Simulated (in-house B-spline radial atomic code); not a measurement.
**Mo⁵⁺: binding energies from hole states**

How tightly is each shell of Mo⁵⁺ bound, and how much do the other electrons relax when one leaves?

Method: Dirac-Hartree-Fock, average of configuration, Fermi nucleus, basis-set limit. Code: in-house B-spline radial atomic code version 1.

## Step 1: The system

| Property | Result |
| --- | --- |
| element | molybdenum (Z = 42) |
| charge | +5 |
| electrons | 37 |
| configuration | [Kr] 4d1 |
| Hamiltonian | Dirac-Coulomb |
| nucleus | Fermi, rms radius 4.409 fm |

The outer shells:

[Kr] 4d1
```
[Kr] core
4d [↑ ][  ][  ][  ][  ]
```

The boxes draw the filling by Hund's rule, which heavy ions in jj coupling don't follow; these runs average over all states of the configuration.

Settings, as recorded:

```ini
Z = 42
electrons = 37.0
configuration = [Kr] 4d1
hamiltonian = dirac
method = hf
spin_polarised = False
nucleus = fermi
rms_radius = 4.4091
mass_number = 98
atomic_mass = 97.905403609
speed_of_light = 137.035999084
```

This reference run was done before. Its total energy is -4042.176371 hartree, and its levels are (the highest eight at most):

| orbital | occupation | energy (eV) | <r> (bohr) |
| --- | --- | --- | --- |
| 3p3/2 | 4 | -483.98 | 0.4309 |
| 3d3/2 | 4 | -318.71 | 0.4116 |
| 3d5/2 | 6 | -315.28 | 0.4150 |
| 4s1/2 | 2 | -142.90 | 1.083 |
| 4p1/2 | 2 | -111.73 | 1.163 |
| 4p3/2 | 4 | -108.85 | 1.186 |
| 4d3/2 | 0.4 | -68.156 | 1.447 |
| 4d5/2 | 0.6 | -67.837 | 1.455 |

## Step 2: The 1s hole

Changes to the settings of step 1:

```diff
@@ -1,4 +1,4 @@
 Z = 42
-electrons = 37.0
-configuration = [Kr] 4d1
+electrons = 36.0
+configuration = 1s1 2s2 2p6 3s2 3p6 3d10 4s2 4p6 4d1
 hamiltonian = dirac
```

The program writes no log. Results of the run, from its result record (rounded, main fields):

```text
{
  "status": "converged",
  "scf [iteration, energy, orbital gradient]": [
    [1, -3290.65871517, 1.22],
    [2, -3300.44395065, 0.405],
    [3, -3302.09925556, 0.112],
    [4, -3302.24429874, 0.0283],
    [5, -3302.25549326, 0.0156],
    [6, -3302.25789881, 0.000503],
    [7, -3302.25790105, 3.92e-05],
    [8, -3302.25790109, 5.19e-06],
    [9, -3302.25790109, 1.31e-07]
  ],
  "energy [hartree]": {"total": -3302.25790109, "kinetic": 3414.70656043, "nuclear": -8048.31716602, "coulomb": 1424.27081911, "exact_exchange": -92.9181146158},
  "breit [hartree]": {"gaunt": 1.253058, "retardation": -0.1671915, "frequency_dependence": -0.00949117},
  "qed [hartree]": {"self_energy": 1.058194, "uehling": -0.1185721, "wichmann_kroll": 0.001786785},
  "recoil [hartree]": 0.01370658,
  "total_with_corrections [hartree]": -3300.22641076,
  "orbitals [hartree, bohr; first row names the columns]": [
    ["name", "occ", "eps", "<r>"],
    ["1s1/2", 1.0, -764.82602, 0.035009],
    ["2s1/2", 2.0, -115.16704, 0.15053],
    ["2p1/2", 2.0, -107.42918, 0.12769],
    ["2p3/2", 4.0, -103.15736, 0.13223],
    ["3s1/2", 2.0, -23.894968, 0.4157],
    ["3p1/2", 2.0, -20.565053, 0.40756],
    ["3p3/2", 4.0, -19.822769, 0.41738],
    ["3d3/2", 4.0, -13.573537, 0.39462],
    ["3d5/2", 6.0, -13.428865, 0.39797],
    ["4s1/2", 2.0, -6.1892692, 1.0356],
    ["4p1/2", 2.0, -5.0080245, 1.0983],
    ["4p3/2", 4.0, -4.8839314, 1.12],
    ["4d3/2", 0.4, -3.2580047, 1.3191],
    ["4d5/2", 0.6, -3.2422525, 1.3271]
  ],
  "sum_r [bohr^k]": {"-1": 191.6273, "1": 18.47422, "2": 16.47641},
  "energy_minus_base [hartree]": 739.91847,
  "energy_minus_base_with_corrections [hartree]": 737.917402
}
```

Wall time 0.92 s (1 thread, shared host).

energy_minus_base is the energy less that of the reference run.

## Step 3: The 2s hole

Changes to the settings of step 2:

```diff
@@ -2,3 +2,3 @@
 electrons = 36.0
-configuration = 1s1 2s2 2p6 3s2 3p6 3d10 4s2 4p6 4d1
+configuration = 1s2 2s1 2p6 3s2 3p6 3d10 4s2 4p6 4d1
 hamiltonian = dirac
```

Result record:

```text
{
  "status": "converged",
  "scf [iteration, energy, orbital gradient]": [
    [1, -3923.87723351, 0.642],
    [2, -3931.9804675, 0.416],
    [3, -3933.31466787, 0.11],
    [4, -3933.43411768, 0.0265],
    [5, -3933.44382105, 0.0156],
    [6, -3933.4457753, 0.000349],
    [7, -3933.4457784, 5.02e-05],
    [8, -3933.44577845, 2.65e-06],
    [9, -3933.44577845, 1.05e-07]
  ],
  "energy [hartree]": {"total": -3933.44577845, "kinetic": 4074.90590223, "nuclear": -9376.04569613, "coulomb": 1478.15728019, "exact_exchange": -110.463264743},
  "breit [hartree]": {"gaunt": 2.57692, "retardation": -0.2607769, "frequency_dependence": -0.01775403},
  "qed [hartree]": {"self_energy": 1.723167, "uehling": -0.1975313, "wichmann_kroll": 0.002977418},
  "recoil [hartree]": 0.01530633,
  "total_with_corrections [hartree]": -3929.60346995,
  "orbitals [hartree, bohr; first row names the columns]": [
    ["name", "occ", "eps", "<r>"],
    ["1s1/2", 2.0, -747.32864, 0.035158],
    ["2s1/2", 1.0, -113.6973, 0.15292],
    ["2p1/2", 2.0, -104.5014, 0.12982],
    ["2p3/2", 4.0, -100.49168, 0.1343],
    ["3s1/2", 2.0, -23.642858, 0.41854],
    ["3p1/2", 2.0, -20.303379, 0.41173],
    ["3p3/2", 4.0, -19.594294, 0.42132],
    ["3d3/2", 4.0, -13.606986, 0.39593],
    ["3d5/2", 6.0, -13.466632, 0.39918],
    ["4s1/2", 2.0, -6.1527885, 1.0415],
    ["4p1/2", 2.0, -4.9738937, 1.1057],
    ["4p3/2", 4.0, -4.8546252, 1.1269],
    ["4d3/2", 0.4, -3.2676744, 1.3177],
    ["4d5/2", 0.6, -3.2522515, 1.3254]
  ],
  "sum_r [bohr^k]": {"-1": 223.2404, "1": 18.4689, "2": 16.62285},
  "energy_minus_base [hartree]": 108.730593,
  "energy_minus_base_with_corrections [hartree]": 108.540342
}
```

Run time: 0.92 s. Hardware: 1 thread, shared host.

## Step 4: The 2p1/2 hole

In configurations, a minus sign after the shell means j = l − 1/2 and a plus sign j = l + 1/2; the count of electrons follows.

Changes to the settings of step 3:

```diff
@@ -2,3 +2,3 @@
 electrons = 36.0
-configuration = 1s2 2s1 2p6 3s2 3p6 3d10 4s2 4p6 4d1
+configuration = 1s2 2s2 2p-1 2p+4 3s2 3p6 3d10 4s2 4p6 4d1
 hamiltonian = dirac
```

Result record:

```text
{
  "status": "converged",
  "scf [iteration, energy, orbital gradient]": [
    [1, -3932.63589102, 0.715],
    [2, -3940.96575628, 0.436],
    [3, -3942.34928528, 0.117],
    [4, -3942.47299647, 0.0295],
    [5, -3942.48296824, 0.0158],
    [6, -3942.48499833, 0.000348],
    [7, -3942.48500126, 4.64e-05],
    [8, -3942.48500131, 2.58e-06],
    [9, -3942.48500131, 1.17e-07]
  ],
  "energy [hartree]": {"total": -3942.48500131, "kinetic": 4085.07729805, "nuclear": -9388.65482749, "coulomb": 1471.95786735, "exact_exchange": -110.865339225},
  "breit [hartree]": {"gaunt": 2.478814, "retardation": -0.243376, "frequency_dependence": -0.01698977},
  "qed [hartree]": {"self_energy": 1.817894, "uehling": -0.2074634, "wichmann_kroll": 0.003125531},
  "recoil [hartree]": 0.01611748,
  "total_with_corrections [hartree]": -3938.63687954,
  "orbitals [hartree, bohr; first row names the columns]": [
    ["name", "occ", "eps", "<r>"],
    ["1s1/2", 2.0, -748.49172, 0.035126],
    ["2s1/2", 2.0, -113.4333, 0.15201],
    ["2p1/2", 1.0, -105.62616, 0.13053],
    ["2p3/2", 4.0, -101.28719, 0.13395],
    ["3s1/2", 2.0, -23.732789, 0.41807],
    ["3p1/2", 2.0, -20.25646, 0.41134],
    ["3p3/2", 4.0, -19.648239, 0.42044],
    ["3d3/2", 4.0, -13.554821, 0.39667],
    ["3d5/2", 6.0, -13.500797, 0.39808],
    ["4s1/2", 2.0, -6.1663253, 1.0397],
    ["4p1/2", 2.0, -4.9664724, 1.1067],
    ["4p3/2", 4.0, -4.8621654, 1.1252],
    ["4d3/2", 0.4, -3.2614008, 1.32],
    ["4d5/2", 0.6, -3.2553112, 1.3237]
  ],
  "sum_r [bohr^k]": {"-1": 223.5407, "1": 18.47226, "2": 16.60095},
  "energy_minus_base [hartree]": 99.69137,
  "energy_minus_base_with_corrections [hartree]": 99.5069328
}
```

Run time: 0.92 s. Hardware: 1 thread, shared host.

## Step 5: The 2p3/2 hole

Changes to the settings of step 4:

```diff
@@ -2,3 +2,3 @@
 electrons = 36.0
-configuration = 1s2 2s2 2p-1 2p+4 3s2 3p6 3d10 4s2 4p6 4d1
+configuration = 1s2 2s2 2p-2 2p+3 3s2 3p6 3d10 4s2 4p6 4d1
 hamiltonian = dirac
```

Result record:

```text
{
  "status": "converged",
  "scf [iteration, energy, orbital gradient]": [
    [1, -3936.6132764, 0.706],
    [2, -3944.88852447, 0.418],
    [3, -3946.26312464, 0.112],
    [4, -3946.38593035, 0.0279],
    [5, -3946.39582865, 0.0152],
    [6, -3946.39784353, 0.000352],
    [7, -3946.39784681, 4.77e-05],
    [8, -3946.39784686, 2.56e-06],
    [9, -3946.39784686, 1.06e-07]
  ],
  "energy [hartree]": {"total": -3946.39784686, "kinetic": 4097.27604543, "nuclear": -9405.97560529, "coulomb": 1473.36831001, "exact_exchange": -111.066597003},
  "breit [hartree]": {"gaunt": 2.540759, "retardation": -0.2433871, "frequency_dependence": -0.01370907},
  "qed [hartree]": {"self_energy": 1.809885, "uehling": -0.2076216, "wichmann_kroll": 0.003128139},
  "recoil [hartree]": 0.01608198,
  "total_with_corrections [hartree]": -3942.49271044,
  "orbitals [hartree, bohr; first row names the columns]": [
    ["name", "occ", "eps", "<r>"],
    ["1s1/2", 2.0, -748.16843, 0.03513],
    ["2s1/2", 2.0, -113.363, 0.15206],
    ["2p1/2", 2.0, -105.22546, 0.12957],
    ["2p3/2", 3.0, -101.28641, 0.1351],
    ["3s1/2", 2.0, -23.727399, 0.41816],
    ["3p1/2", 2.0, -20.352251, 0.41099],
    ["3p3/2", 4.0, -19.596005, 0.4203],
    ["3d3/2", 4.0, -13.633637, 0.39508],
    ["3d5/2", 6.0, -13.446233, 0.39933],
    ["4s1/2", 2.0, -6.1656002, 1.0398],
    ["4p1/2", 2.0, -4.9807575, 1.1044],
    ["4p3/2", 4.0, -4.854343, 1.1267],
    ["4d3/2", 0.4, -3.2700537, 1.3164],
    ["4d5/2", 0.6, -3.2496003, 1.3262]
  ],
  "sum_r [bohr^k]": {"-1": 223.9531, "1": 18.47216, "2": 16.60651},
  "energy_minus_base [hartree]": 95.7785245,
  "energy_minus_base_with_corrections [hartree]": 95.6511019
}
```

Wall time 0.92 s (1 thread, shared host).

## Step 6: The 3s hole

Changes to the settings of step 5:

```diff
@@ -2,3 +2,3 @@
 electrons = 36.0
-configuration = 1s2 2s2 2p-2 2p+3 3s2 3p6 3d10 4s2 4p6 4d1
+configuration = 1s2 2s2 2p6 3s1 3p6 3d10 4s2 4p6 4d1
 hamiltonian = dirac
```

Result record:

```text
{
  "status": "converged",
  "scf [iteration, energy, orbital gradient]": [
    [1, -4013.16020149, 0.619],
    [2, -4019.57239868, 0.289],
    [3, -4020.45724312, 0.0868],
    [4, -4020.53759332, 0.0262],
    [5, -4020.54462257, 0.0111],
    [6, -4020.54590438, 0.000429],
    [7, -4020.54590786, 5.04e-05],
    [8, -4020.54590789, 2.44e-06],
    [9, -4020.54590789, 8.68e-08]
  ],
  "energy [hartree]": {"total": -4020.54590789, "kinetic": 4169.31185487, "nuclear": -9585.17208918, "coulomb": 1510.84285734, "exact_exchange": -115.528530926},
  "breit [hartree]": {"gaunt": 2.68075, "retardation": -0.2666685, "frequency_dependence": -0.01711072},
  "qed [hartree]": {"self_energy": 1.793961, "uehling": -0.2053102, "wichmann_kroll": 0.003093835},
  "recoil [hartree]": 0.01580926,
  "total_with_corrections [hartree]": -4016.54138262,
  "orbitals [hartree, bohr; first row names the columns]": [
    ["name", "occ", "eps", "<r>"],
    ["1s1/2", 2.0, -743.86197, 0.035156],
    ["2s1/2", 2.0, -111.39464, 0.15315],
    ["2p1/2", 2.0, -102.55144, 0.13076],
    ["2p3/2", 4.0, -98.60611, 0.13528],
    ["3s1/2", 1.0, -23.467214, 0.4253],
    ["3p1/2", 2.0, -19.791138, 0.41733],
    ["3p3/2", 4.0, -19.103401, 0.42711],
    ["3d3/2", 4.0, -13.191039, 0.40471],
    ["3d5/2", 6.0, -13.061077, 0.40794],
    ["4s1/2", 2.0, -6.1080488, 1.0465],
    ["4p1/2", 2.0, -4.9369826, 1.1141],
    ["4p3/2", 4.0, -4.8186547, 1.1354],
    ["4d3/2", 0.4, -3.2415562, 1.3306],
    ["4d5/2", 0.6, -3.2267242, 1.3381]
  ],
  "sum_r [bohr^k]": {"-1": 228.2197, "1": 18.41191, "2": 16.77494},
  "energy_minus_base [hartree]": 21.6304635,
  "energy_minus_base_with_corrections [hartree]": 21.6024297
}
```

Run time: 0.92 s. Hardware: 1 thread, shared host.

## Step 7: The 3p1/2 hole

Changes to the settings of step 6:

```diff
@@ -2,3 +2,3 @@
 electrons = 36.0
-configuration = 1s2 2s2 2p6 3s1 3p6 3d10 4s2 4p6 4d1
+configuration = 1s2 2s2 2p6 3s2 3p-1 3p+4 3d10 4s2 4p6 4d1
 hamiltonian = dirac
```

Result record:

```text
{
  "status": "converged",
  "scf [iteration, energy, orbital gradient]": [
    [1, -4016.58522839, 0.572],
    [2, -4023.04088208, 0.291],
    [3, -4023.91788763, 0.0858],
    [4, -4023.99855546, 0.0259],
    [5, -4024.00569876, 0.0113],
    [6, -4024.00698431, 0.00038],
    [7, -4024.00698779, 4.72e-05],
    [8, -4024.00698782, 2.24e-06],
    [9, -4024.00698782, 8.11e-08]
  ],
  "energy [hartree]": {"total": -4024.00698782, "kinetic": 4173.10279157, "nuclear": -9591.37612342, "coulomb": 1510.14914047, "exact_exchange": -115.882796444},
  "breit [hartree]": {"gaunt": 2.666188, "retardation": -0.2639467, "frequency_dependence": -0.01703772},
  "qed [hartree]": {"self_energy": 1.811386, "uehling": -0.2071049, "wichmann_kroll": 0.003120571},
  "recoil [hartree]": 0.0159545,
  "total_with_corrections [hartree]": -4019.99842834,
  "orbitals [hartree, bohr; first row names the columns]": [
    ["name", "occ", "eps", "<r>"],
    ["1s1/2", 2.0, -743.97268, 0.035153],
    ["2s1/2", 2.0, -111.50295, 0.15294],
    ["2p1/2", 2.0, -102.51892, 0.13093],
    ["2p3/2", 4.0, -98.675921, 0.13524],
    ["3s1/2", 2.0, -23.242334, 0.42279],
    ["3p1/2", 1.0, -20.026915, 0.42036],
    ["3p3/2", 4.0, -19.236693, 0.42662],
    ["3d3/2", 4.0, -13.085178, 0.40472],
    ["3d5/2", 6.0, -13.105693, 0.40767],
    ["4s1/2", 2.0, -6.1261269, 1.0467],
    ["4p1/2", 2.0, -4.9170396, 1.1147],
    ["4p3/2", 4.0, -4.823975, 1.1345],
    ["4d3/2", 0.4, -3.2389118, 1.3317],
    ["4d5/2", 0.6, -3.2280752, 1.3375]
  ],
  "sum_r [bohr^k]": {"-1": 228.3674, "1": 18.41224, "2": 16.77046},
  "energy_minus_base [hartree]": 18.1693835,
  "energy_minus_base_with_corrections [hartree]": 18.145384
}
```

It took 0.91 s on 1 thread, shared host.

## Step 8: The 3p3/2 hole

Changes to the settings of step 7:

```diff
@@ -2,3 +2,3 @@
 electrons = 36.0
-configuration = 1s2 2s2 2p6 3s2 3p-1 3p+4 3d10 4s2 4p6 4d1
+configuration = 1s2 2s2 2p6 3s2 3p-2 3p+3 3d10 4s2 4p6 4d1
 hamiltonian = dirac
```

Result record:

```text
{
  "status": "converged",
  "scf [iteration, energy, orbital gradient]": [
    [1, -4017.30697112, 0.556],
    [2, -4023.713121, 0.287],
    [3, -4024.5829476, 0.079],
    [4, -4024.66256289, 0.024],
    [5, -4024.66956378, 0.0111],
    [6, -4024.67083645, 0.000456],
    [7, -4024.67084017, 4.74e-05],
    [8, -4024.6708402, 2.22e-06],
    [9, -4024.6708402, 7.21e-08]
  ],
  "energy [hartree]": {"total": -4024.6708402, "kinetic": 4175.18016078, "nuclear": -9594.77359744, "coulomb": 1510.88259415, "exact_exchange": -115.959997697},
  "breit [hartree]": {"gaunt": 2.676744, "retardation": -0.2639594, "frequency_dependence": -0.01643234},
  "qed [hartree]": {"self_energy": 1.810041, "uehling": -0.2071358, "wichmann_kroll": 0.003121079},
  "recoil [hartree]": 0.01594323,
  "total_with_corrections [hartree]": -4020.65251827,
  "orbitals [hartree, bohr; first row names the columns]": [
    ["name", "occ", "eps", "<r>"],
    ["1s1/2", 2.0, -743.9067, 0.035153],
    ["2s1/2", 2.0, -111.46779, 0.15295],
    ["2p1/2", 2.0, -102.58586, 0.13073],
    ["2p3/2", 4.0, -98.588453, 0.13543],
    ["3s1/2", 2.0, -23.228405, 0.42285],
    ["3p1/2", 2.0, -19.910093, 0.41707],
    ["3p3/2", 3.0, -19.252791, 0.4304],
    ["3d3/2", 4.0, -13.204348, 0.40473],
    ["3d5/2", 6.0, -13.001451, 0.40803],
    ["4s1/2", 2.0, -6.1246412, 1.0469],
    ["4p1/2", 2.0, -4.9407635, 1.1137],
    ["4p3/2", 4.0, -4.8124973, 1.1336],
    ["4d3/2", 0.4, -3.2415035, 1.3307],
    ["4d5/2", 0.6, -3.2247691, 1.339]
  ],
  "sum_r [bohr^k]": {"-1": 228.4483, "1": 18.40862, "2": 16.77237},
  "energy_minus_base [hartree]": 17.5055311,
  "energy_minus_base_with_corrections [hartree]": 17.491294
}
```

It took 0.92 s on 1 thread, shared host.

## Step 9: Results

| hole | ΔSCF (eV) | with Breit, QED, recoil (eV) | −ε of the parent (eV) | −ε less ΔSCF (eV) |
| --- | --- | --- | --- | --- |
| 1s | 20134.2 | 20079.8 | 20188.6 | 54.41 |
| 2s | 2958.71 | 2953.53 | 2984.82 | 26.11 |
| 2p1/2 | 2712.74 | 2707.72 | 2741.76 | 29.02 |
| 2p3/2 | 2606.27 | 2602.80 | 2634.54 | 28.27 |
| 3s | 588.59 | 587.83 | 596.27 | 7.68 |
| 3p1/2 | 494.41 | 493.76 | 502.32 | 7.91 |
| 3p3/2 | 476.35 | 475.96 | 483.98 | 7.63 |

What this shows: Every ΔSCF value lies below −ε, since the other electrons relax into the hole: by 54.4 eV for 1s and 7.63 eV for 3p3/2. The difference of the 1s and 2p3/2 holes gives a Kα1 line at 17477.0 eV for this charge state (with Breit, QED and recoil). The spin-orbit splitting of the 2p hole is 104.92 eV with those corrections. Values are for the free ion, measured from the vacuum level.
